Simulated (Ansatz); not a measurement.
The system is SiTe.

```xyz
2
Lattice="3.7680 0.0000 0.0000 0.0000 3.7680 0.0000 0.0000 0.0000 3.7680" Properties=species:S:1:pos:R:3 pbc="T T T"
Si    0.0000    0.0000    0.0000
Te    1.8840    1.8840    1.8840
```

The cell was built by a generator and needn't be a form met in nature.

```yaml
Program: Ansatz 0.2.0
Task: single point
Functional: PBE
Potentials_or_basis: all-electron LAPW, scalar-relativistic
Cutoff: 119 eV (chosen from the basis error)
Basis_error_allowed: 0.001 eV/atom
k_mesh: 7 × 7 × 7
Occupations: fermi-dirac, width 0.05 eV
Spin: no spin polarisation
```

On this cell: pressure -7.1 GPa; largest force zero by symmetry; band gap on the k mesh none (metal or under the smearing width).

The same run follows on a disturbed copy (atoms moved at random, drawn with an rms of 0.05 Å):

```
Si Te
1.0
     3.76795    0.00000    0.00000
     0.00000    3.76795    0.00000
     0.00000    0.00000    3.76795
Si Te
1 1
Direct
  0.99072 0.00598 0.00756
  0.49668 0.51331 0.51024
```

Task: What changes?

Result: The energy (extrapolated to zero smearing) moves by -0.7 meV/atom; pressure -7.1 GPa; largest force 0.069 eV/Å; band gap on the k mesh none (metal or under the smearing width).

Forces in eV/Å, atoms in the order of the input:
```
Si  -0.042 -0.052 -0.019
Te   0.042  0.052  0.019
```
